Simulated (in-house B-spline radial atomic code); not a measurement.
# Au²⁺: binding energies from hole states

Aim: the cost of two holes at once in Au²⁺, against the sum of the two single holes.

Method: Dirac-Coulomb LDA (Slater, VWN5), spherical fractional occupations, Fermi nucleus, basis-set limit. Code: in-house B-spline radial atomic code version 1.

## (1) What is computed

```
element       : gold (Z = 79)
charge        : +2
electrons     : 77
configuration : [Xe] 4f14 5d9
Hamiltonian   : Dirac-Coulomb
nucleus       : Fermi, rms radius 5.437 fm
```

The outer shells:

[Xe] 4f14 5d9
```
[Xe] core
4f [↑↓][↑↓][↑↓][↑↓][↑↓][↑↓][↑↓]
5d [↑↓][↑↓][↑↓][↑↓][↑ ]
```

The boxes only draw the filling; these runs are spin-restricted and spherical.

Input settings:

```ini
Z = 79
electrons = 77.0
configuration = [Xe] 4f14 5d9
hamiltonian = dirac
method = lda,vwn
spin_polarised = False
nucleus = fermi
rms_radius = 5.4371
mass_number = 197
atomic_mass = 196.966570103
speed_of_light = 137.035999084
```

The reference is known from an earlier run: -19032.136627 hartree in all. Up to eight levels, counted from the top:

```
orbital  occupation  energy (eV)  <r> (bohr)
  4d5/2           6      -339.56      0.4634
  5s1/2           2      -130.09      0.9259
  4f5/2           6      -105.24      0.4952
  4f7/2           8      -101.42      0.5022
  5p1/2           2      -93.838      0.9997
  5p3/2           4      -77.064       1.098
  5d3/2         3.6      -28.672       1.467
  5d5/2         5.4      -26.953       1.522
```

Single holes known from earlier runs (ΔSCF): 2p1/2 13795.8 eV, 2p3/2 11938.7 eV, 3p3/2 2740.75 eV, 3d5/2 2224.01 eV, 4d3/2 371.81 eV, 4d5/2 353.45 eV, 5p1/2 102.08 eV, 5d 34.179 eV.

## (2) The 3d5/2 and 5d holes

In configurations, a minus sign after the shell means j = l − 1/2 and a plus sign j = l + 1/2; the count of electrons follows.

Input settings:

```ini
Z = 79
electrons = 75.0
configuration = 1s2 2s2 2p6 3s2 3p6 3d-4 3d+5 4s2 4p6 4d10 4f14 5s2 5p6 5d8
hamiltonian = dirac
method = lda,vwn
spin_polarised = False
nucleus = fermi
rms_radius = 5.4371
mass_number = 197
atomic_mass = 196.966570103
speed_of_light = 137.035999084
```

## (3) The 3p3/2 and 5p1/2 holes

Changes to the settings of step 2:

```diff
@@ -2,3 +2,3 @@
 electrons = 75.0
-configuration = 1s2 2s2 2p6 3s2 3p6 3d-4 3d+5 4s2 4p6 4d10 4f14 5s2 5p6 5d8
+configuration = 1s2 2s2 2p6 3s2 3p-2 3p+3 3d10 4s2 4p6 4d10 4f14 5s2 5p-1 5p+4 5d9
 hamiltonian = dirac
```

## (4) The 2p3/2 and 2p1/2 holes

Changes to the settings of step 3:

```diff
@@ -2,3 +2,3 @@
 electrons = 75.0
-configuration = 1s2 2s2 2p6 3s2 3p-2 3p+3 3d10 4s2 4p6 4d10 4f14 5s2 5p-1 5p+4 5d9
+configuration = 1s2 2s2 2p-1 2p+3 3s2 3p6 3d10 4s2 4p6 4d10 4f14 5s2 5p6 5d9
 hamiltonian = dirac
```

## (5) The 4d5/2 and 4d3/2 holes

Changes to the settings of step 4:

```diff
@@ -2,3 +2,3 @@
 electrons = 75.0
-configuration = 1s2 2s2 2p-1 2p+3 3s2 3p6 3d10 4s2 4p6 4d10 4f14 5s2 5p6 5d9
+configuration = 1s2 2s2 2p6 3s2 3p6 3d10 4s2 4p6 4d-3 4d+5 4f14 5s2 5p6 5d9
 hamiltonian = dirac
```

## (6) The 2p1/2 and 5d holes

Changes to the settings of step 5:

```diff
@@ -2,3 +2,3 @@
 electrons = 75.0
-configuration = 1s2 2s2 2p6 3s2 3p6 3d10 4s2 4p6 4d-3 4d+5 4f14 5s2 5p6 5d9
+configuration = 1s2 2s2 2p-1 2p+4 3s2 3p6 3d10 4s2 4p6 4d10 4f14 5s2 5p6 5d8
 hamiltonian = dirac
```

Before running: What does each hole state cost in eV, and how does that compare with the orbital energies or single holes?

**Answer**, as computed:

| two holes | ΔSCF (eV) | less the two single holes (eV) |
| --- | --- | --- |
| 3d5/2 and 5d | 2274.06 | 15.87 |
| 3p3/2 and 5p1/2 | 2862.42 | 19.59 |
| 2p3/2 and 2p1/2 | 26001.9 | 267.29 |
| 4d5/2 and 4d3/2 | 754.64 | 29.38 |
| 2p1/2 and 5d | 13846.0 | 15.97 |

Two holes cost more than the sum of each, because the second electron leaves a more charged ion. The excess runs from 15.9 eV (3d5/2 and 5d) to 267.3 eV (2p3/2 and 2p1/2); it tends to be largest where both holes are compact. Values are for the free ion, measured from the vacuum level.
